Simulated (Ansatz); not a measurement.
**AlIr: how the settings move a relaxation**

Question: which choices in the input matter for AlIr?

Program: Ansatz 0.2.0. Level of theory: reference: DFT, PBEsol, PAW with Ansatz's default frozen-core files, scalar-relativistic. These are calculated values, not measurements.

## 1. The system as given

Symmetry: Pm-3m, No. 221, cubic system. Conventional cell: a = 2.377 Å, b = 2.377 Å, c = 2.377 Å, α = 90.00°, β = 90.00°, γ = 90.00°. Around Al (site symmetry m-3m) lie 8 Ir at 2.06 Å. Around Ir (site symmetry m-3m) lie 8 Al at 2.06 Å.

Structure file:

```xyz
2
Lattice="2.3768 0.0000 0.0000 0.0000 2.3768 0.0000 0.0000 0.0000 2.3768" Properties=species:S:1:pos:R:3 pbc="T T T"
Al    0.0000    0.0000    0.0000
Ir    1.1884    1.1884    1.1884
```

## 2. Baseline

input.yaml reads:

```yaml
crystal:
  lattice:
    - [2.3767797595, 0.0, 0.0]
    - [0.0, 2.3767797595, 0.0]
    - [0.0, 0.0, 2.3767797595]
  atoms:
    - { symbol: Al, position: [0.0, 0.0, 0.0] }
    - { symbol: Ir, position: [0.5, 0.5, 0.5] }
kpoints:
  mp_grid: { grid: [12, 12, 12] }
scf:
  occupations: { method: fermi_dirac, width: 0.05 }
hamiltonian:
  xc: pbesol
  pseudopotentials: { kind: paw }
output:
  forces: true
  stress: true
  write_density: true
  write_potential: true
  elf: true
  volumetric_format: npy
relax:
  f_tol: 0.01
  max_steps: 30
```

The run is started by

```sh
$ ansatz run input.yaml --threads 1 --pin off --max-ram 2048MiB --backend cpu --events-out ev --progress --plain --runs-dir out
```

Excerpt of the output:

```text
[...]
Basis set: ecut = 420 eV, 251 PW (Γ), exchange–correlation on 32×32×32 points (8 copies of the dense FFT grid, shifted against one another)
[...]
k-points: 84 of 1728
[...]
SCF iter   1: F=—  HF=-12308.206499 eV  |F-HF|=—  |Δ(HF+E_count)|=         —  Δρ=6.89e-2  dr2=2.97e-1  ethr=1.77e-3  ⟨swp⟩=6.0  Hψ=7007  notcnv=0
preconditioner: auto → none  [metal: Δε(μ)=0.056 eV  Ē_g=17.355 eV  σ=0.050 eV  W_gap=0.27  n_scr=6 (ndim 8)  ℏωp=35.1 eV  f_vac=0.023  D(μ)=0.41/eV (n_scr^D=0)  sad-step TF]
SCF iter   2: F=—  HF=-12308.099802 eV  |F-HF|=—  |Δ(HF+E_count)|=   1.07e-1  Δρ=3.92e-2  dr2=9.20e-2  ethr=1.48e-3  ⟨swp⟩=2.0  Hψ=2136  notcnv=0  defer=1
[...]
SCF iter   6: F=—  HF=-12308.051633 eV  |F-HF|=—  |Δ(HF+E_count)|=   1.47e-4  Δρ=3.31e-5  dr2=1.18e-7  ethr=5.25e-8  ⟨swp⟩=2.3  Hψ=1780  notcnv=0  defer=1
SCF iter   7: F=-12308.051633 eV  HF=-12308.051633 eV  |F-HF|=3.46e-11  |Δ(HF+E_count)|=   2.29e-8  Δρ=1.55e-6  dr2=1.10e-10  ethr=5.00e-10  ⟨swp⟩=8.2  Hψ=6308  notcnv=0
[...]
relax step   1: F+E_penalty+E_count = -12308.05163272 eV  Δ(F+E_penalty+E_count) = +0.000e0 eV  max|allowed force component| = 3.027e-28 eV/Å  Δτ_max = 0.0000 Å  (7 SCF iters, accepted)
[...]
SCF converged after 7 iterations
Free energy (F): -12308.051633 eV
[...]
E sigma→0 (E₀):  -12308.050554 eV
[...]
Fermi energy:    42.538993 eV
[...]
  P = ⅓ Tr σ = 773.8285 GPa (7738.285 kbar)
[...]
--- Relaxed structure (1 steps of the walk, 1 accepted, 0 SCFs on fresh bases) ---
[...]
```

Wall time 2.4 s (1 thread of Intel Xeon Platinum 8259CL at 2.50GHz (Skylake/Cascade Lake), shared host); peak memory 0.33 GiB.

## 3. Variant: eigensolver.kind davidson, xc lda, ecutwfc 400 eV

Edit input.yaml of step 2 so:

```diff
@@ -12,4 +12,5 @@
   occupations: { method: fermi_dirac, width: 0.05 }
+  eigensolver: { kind: davidson }
 hamiltonian:
-  xc: pbesol
+  xc: lda
   pseudopotentials: { kind: paw }
@@ -18,6 +19,2 @@
   stress: true
-  write_density: true
-  write_potential: true
-  elf: true
-  volumetric_format: npy
 relax:
@@ -25 +22,3 @@
   max_steps: 30
+basis:
+  ecutwfc: "400 eV"
```

The run is started by

```sh
$ ansatz run input.yaml --threads 1 --pin off --max-ram 2048MiB --backend cpu --events-out ev --progress --plain --runs-dir out
```

Output:

```text
Warning: basis.ecutwfc = 400 eV is below the records' recommended 420 eV, and the density's cutoff is lower with it unless basis.ecutrho_ratio is high enough to keep the records' density cutoff: compare with a run at a higher cutoff
Warning: output.stress: scf.convergence.dr2_threshold = 1e-7 eV (the SCF's general default) is looser than the 2e-10 eV advised for a printed stress (1e-10 eV for each atom of the cell: 2). What an SCF threshold leaves in a stress goes as its square root, and in the free energy as the threshold itself, and one threshold admits the most on a small cell: of the crystals measured, under no hybrid functional and no lock of the moments, on runs that ended without the residual-converged pass, on stresses that held no estimate of that error, the worst erred by over 100 MPa in a component at 1e-7 eV an atom and by under 5 at 1e-10. Every solve of this run answers to scf.convergence.dr2_threshold, and the tensor of one is reported: a single SCF on the reported geometry and on this run's grids (its basis.xc_grid and basis.ecutrho_ratio typed), with scf.convergence.dr2_threshold at 2e-10 eV or tighter, prints it and tightens no other solve. Else set scf.convergence.dr2_threshold to 2e-10 eV or tighter. The threshold is an SCF's pass mark: one that does not reach it within its budget of iterations ends unconverged, or closes short of it on a stop that the run arms, and scf.convergence.dr2_threshold's page says what that costs each kind of run
Engine: ansatz 0.2.0
Pseudopotentials: kind: paw
Pseudopotential: Al, paw, valence charge 3, recommended cutoff 420 eV (normal)
Pseudopotential: Ir, paw, valence charge 17, recommended cutoff 420 eV (normal)
Functional definition: SPW92
  exchange = slater_x
  correlation = pw_c
Crystal: 2 atoms, lattice volume = 13.427 Å³
Basis set: ecut = 400 eV, 251 PW (Γ)
Bands: 14, of which v1, the nominal top of the filled ones, is band 10 counted from 1 (9 counted from 0)
Symmetry: 48 space group operations
Space group: Pm-3m (ITA 221), of the structure as read, at distance tolerance 2.4e-5 Å
k-points: 84 of 1728
Non-local potential: Al, projectors of the file, l = 0: 2, l = 1: 2, l = 2: 1
Non-local potential: Ir, projectors of the file, l = 0: 3, l = 1: 2, l = 2: 2, l = 3: 1
PAW form: soft (Blöchl's): semilocal exchange-correlation on the pseudo side does not see the compensation charge
PAW frozen core: Al, regenerated for the run's functional, and the local potential with it (the file was generated under x = pbe(κ = 0.804, μ = 0.2195149727645171), c = pbe(β = 0.06672455060314922))
PAW frozen core: Ir, regenerated for the run's functional, and the local potential with it (the file was generated under x = pbe(κ = 0.804, μ = 0.2195149727645171), c = pbe(β = 0.06672455060314922))
PAW one-centre angular grid: Al, 110 points (default); XC on 64 Gauss nodes
PAW one-centre angular grid: Ir, 590 points (default); XC on 64 Gauss nodes
Initial density: superposition of atomic densities (neutral atoms: chi_scale 0, normalization atom), corrected by the library's trained network
Initial wavefunctions: pseudopotential atomic-orbital guess
Functional: x = slater, c = lda
SCF iter   1: F=—  HF=-12161.738414 eV  |F-HF|=—  |Δ(HF+E_count)|=         —  Δρ=6.92e-2  dr2=2.78e-1  ethr=1.77e-3  ⟨swp⟩=5.9  Hψ=4936  notcnv=0
preconditioner: auto → none  [metal: Δε(μ)=0.096 eV  Ē_g=17.317 eV  σ=0.050 eV  W_gap=0.42  n_scr=6 (ndim 8)  ℏωp=35.1 eV  f_vac=0.023  D(μ)=0.36/eV (n_scr^D=0)  sad-step TF]
SCF iter   2: F=—  HF=-12161.652709 eV  |F-HF|=—  |Δ(HF+E_count)|=   8.57e-2  Δρ=3.96e-2  dr2=9.29e-2  ethr=1.39e-3  ⟨swp⟩=2.0  Hψ=2355  notcnv=0  defer=2
iter 3 solved again at ethr=8.07e-6 eV; its pass at ethr=4.64e-4 eV (dr2=1.61e-3 eV) is discarded
SCF iter   3: F=—  HF=-12161.605785 eV  |F-HF|=—  |Δ(HF+E_count)|=   4.69e-2  Δρ=3.43e-3  dr2=1.56e-3  ethr=8.07e-6  ⟨swp⟩=3.6  Hψ=4853  notcnv=0  defer=3
SCF iter   4: F=—  HF=-12161.605278 eV  |F-HF|=—  |Δ(HF+E_count)|=   5.07e-4  Δρ=1.65e-3  dr2=3.05e-4  ethr=7.78e-6  ⟨swp⟩=3.1  Hψ=2660  notcnv=0  defer=1
SCF iter   5: F=—  HF=-12161.605183 eV  |F-HF|=—  |Δ(HF+E_count)|=   9.45e-5  Δρ=3.94e-4  dr2=1.73e-5  ethr=1.52e-6  ⟨swp⟩=3.0  Hψ=2219  notcnv=0
SCF iter   6: F=-12161.605179 eV  HF=-12161.605179 eV  |F-HF|=3.05e-8  |Δ(HF+E_count)|=   3.86e-6  Δρ=2.69e-5  dr2=4.55e-8  ethr=8.67e-8  ⟨swp⟩=2.0  Hψ=4591  notcnv=0
SCF 1 converged in 6 iterations: F = -12161.605179 eV  dr2 = 4.55e-8
  Residual-converged pass: ⟨swp⟩=3.4  Hψ=2577  notcnv=0  max |occ|·‖R‖ = 6.7e-6 eV (tolerance 6.7e-6 eV)  dr2=4.35e-8  dr2_onsite=2.22e-8  max |Δocc| = 2.5e-10
relax step   1: F+E_penalty+E_count = -12161.60517912 eV  Δ(F+E_penalty+E_count) = +0.000e0 eV  max|allowed force component| = 1.008e-28 eV/Å  Δτ_max = 0.0000 Å  (6 SCF iters, accepted)
SCF converged after 6 iterations
Free energy (F): -12161.605179 eV
Harris-Foulkes:  -12161.605179 eV  (|F-HF|=3.05e-8)
Internal energy: -12161.603010 eV  (E = F + TS)
E sigma→0 (E₀):  -12161.604095 eV
Entropy (-TS):   -0.002169 eV (-1.084 meV/atom)
Fermi energy:    42.327028 eV
--- Per-component energies (eV) ---
  E_band       = 195.508595
  E_kinetic    = 728.105968
  E_local      = -874.039978  (includes V_loc(G=0)·N_el)
  E_nonlocal   = 108.045866
  E_hartree    = 425.248081
  E_xc         = -330.324348
  E_vxc        = -360.018299  (∫ρ·V_xc dr)
  E_paw        = -9410.060307  (= ΣΔE_a)
  E_vpaw       = -257.073566  (= ΣTr[D̂ρ^β])
  E_aug_tail   = 0.000050  (compensation charges beyond the density's cutoff)
  E_ewald      = -2809.045662
  E_core_change = 0.467319  (= ΣΔE_core)
  E_smearing   = -0.002169  (= −TS)
  E_closure    = 0.000000  (closes the sum)
  Σ components = -12161.605179   (vs F -12161.605179, Δ=0.00e0)
--- Forces (eV/Å), atoms counted from 1 ---
  atom   1  Al    -0.00000000     0.00000000    -0.00000000
  atom   2  Ir     0.00000000    -0.00000000     0.00000000
  max |Σ_I F_I| component: 1.85e-28 eV/Å
--- Stress (GPa, compression-positive) ---
      754.677567       0.000000       0.000000
       -0.000000     754.677567       0.000000
        0.000000       0.000000     754.677567
  P = ⅓ Tr σ = 754.6776 GPa (7546.776 kbar)
--- Relaxed structure (1 steps of the walk, 1 accepted, 0 SCFs on fresh bases) ---
  F+E_penalty+E_count = -12161.60517912 eV   max|allowed force component| = 1.008e-28 eV/Å
  atoms:
    - { symbol: Al, position: [0.0, 0.0, 0.0] }
    - { symbol: Ir, position: [0.49999999999999994, 0.49999999999999994, 0.49999999999999994] }
```

Run time: 1.6 s. Hardware: 1 thread of Intel Xeon Platinum 8259CL at 2.50GHz (Skylake/Cascade Lake), shared host; peak memory 0.3 GiB.

A change of functional puts the total energy on another scale; the pressure goes from 773.8 to 754.7 GPa. The cutoff changed too. The cutoff is under what these potentials recommend, as the log warns, so basis error is mixed in.

## 4. All runs together

| run | ending | energy change | pressure (GPa) | gap (eV) | force (eV/Å) | cycles | time |
| --- | --- | --- | --- | --- | --- | --- | --- |
| reference | converged | - | 773.8 | 0.00 | 0.00 | 7 | 2.4 s |
| 1: eigensolver.kind davidson, xc lda, ecutwfc 400 eV | converged | not comparable | 754.7 | 0.00 | 0.00 | 6 | 1.6 s |

Times don't compare one to one where runs were asked for different outputs or read a saved state (see the inputs); cycles may leave out searches for a lower state.

Total energies don't compare across a change of functional; the pressure goes from 773.8 to 754.7 GPa. The cutoff changed too. The cutoff is under what these potentials recommend, as the log warns, so basis error is mixed in. Run 1 ran under the cutoff that the potentials recommend, as the log warns, so basis error is mixed into its values. The structure is not at rest: the sound run finds 774 GPa, so these are no properties of the relaxed crystal. Symmetry fixes the atoms and the cell is held, so no setting can move this relaxation. 
